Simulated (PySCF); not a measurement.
**Hg under other conditions**

How does Hg answer to another spin, charge, distance or environment?

The runs use PySCF 2.14.0; each script names its method and basis.

## (1) The atom

Hg: 1 atom, charge 0, spin multiplicity 1.

## (2) The run that the others are compared with

File input.py:

```python
from pyscf import gto, scf, mcscf

mol = gto.M(
    atom='Hg 0 0 0',
    basis='jorge-tzp-dkh',
    charge=0,
    spin=0,
    verbose=4,
)
mf = scf.RHF(mol)
mf = mf.sfx2c1e()
mf.kernel()
mc = mcscf.CASCI(mf, 4, 6)
mc.kernel()
mc.analyze()
mf.dip_moment()
print('orbital energies (hartree):', mf.mo_energy[..., max(0, mol.nelec[1]-3):mol.nelec[0]+3].round(4))
```

Started as:

```
$ python input.py
```

The log of this run is left out.

Base result: E(SCF) = -19601.228307 Eh, 8 cycles, E(CAS) − E(SCF) = -0.00112 Eh.

## (3) Electric field 0.001 a.u.

Run 1 changes electric field: none → 0.001 a.u.

File input.py:

```python
from pyscf import gto, scf, mcscf

mol = gto.M(
    atom='Hg 0 0 0',
    basis='jorge-tzp-dkh',
    charge=0,
    spin=0,
    verbose=4,
)
mf = scf.RHF(mol)
mf = mf.sfx2c1e()
field = 0.001  # electric field along z, atomic units
h = mf.get_hcore() + field*mol.intor('int1e_r')[2]
mf.get_hcore = lambda *args: h
e_nuc = mol.energy_nuc() - field*mol.atom_charges() @ mol.atom_coords()[:, 2]
mf.energy_nuc = lambda *args: e_nuc
mf.kernel()
mc = mcscf.CASCI(mf, 4, 6)
mc.kernel()
mc.analyze()
mf.dip_moment()
print('orbital energies (hartree):', mf.mo_energy[..., max(0, mol.nelec[1]-3):mol.nelec[0]+3].round(4))
```

Started as:

```
$ python input.py
```

## (4) Electric field 0.005 a.u.

Run 2 changes electric field: none → 0.005 a.u.

input.py: that of step 2 with these lines changed.

```diff
@@ -11,2 +11,7 @@
 mf = mf.sfx2c1e()
+field = 0.005  # electric field along z, atomic units
+h = mf.get_hcore() + field*mol.intor('int1e_r')[2]
+mf.get_hcore = lambda *args: h
+e_nuc = mol.energy_nuc() - field*mol.atom_charges() @ mol.atom_coords()[:, 2]
+mf.energy_nuc = lambda *args: e_nuc
 mf.kernel()
```

## (5) Electric field 0.2 a.u.

Run 3 changes electric field: none → 0.2 a.u.

input.py: that of step 2 with these lines changed.

```diff
@@ -11,2 +11,7 @@
 mf = mf.sfx2c1e()
+field = 0.2  # electric field along z, atomic units
+h = mf.get_hcore() + field*mol.intor('int1e_r')[2]
+mf.get_hcore = lambda *args: h
+e_nuc = mol.energy_nuc() - field*mol.atom_charges() @ mol.atom_coords()[:, 2]
+mf.energy_nuc = lambda *args: e_nuc
 mf.kernel()
```

## (6) Triplet

Run 4 changes spin (2S): 0 → 2; active space: 6 electrons in 4 orbitals → 2 electrons in 4 orbitals.

input.py: that of step 2 with these lines changed.

```diff
@@ -6,3 +6,3 @@
     charge=0,
-    spin=0,
+    spin=2,
     verbose=4,
@@ -12,3 +12,3 @@
 mf.kernel()
-mc = mcscf.CASCI(mf, 4, 6)
+mc = mcscf.CASCI(mf, 4, 2)
 mc.kernel()
```

What does the calculation give? Wanted: for each run, E(SCF); from base; gap; after the SCF.

The runs gave:

```csv
run,E(SCF) (hartree),from base (eV),cycles,gap (eV),after the SCF
base,-19601.228307,0,8,12.81,CASCI correlation -0.030 eV
electric field 0.001 a.u.,-19601.228320,-0.0003,8,12.81,CASCI correlation -0.030 eV
electric field 0.005 a.u.,-19601.228621,-0.0085,9,12.82,CASCI correlation -0.030 eV
electric field 0.2 a.u. (poor choice),-19601.633162,not comparable,9,16.49,CASCI correlation -0.017 eV
triplet,-19600.972586,+6.9585,7,n/a,CASCI correlation -1.076 eV
```

Of the runs whose energies can be compared, “triplet” moves the SCF energy most (+6.959 eV). The triplet solution found lies 6.96 eV above the base singlet at this geometry and level. Rows marked «poor choice» come from settings spoiled on purpose.
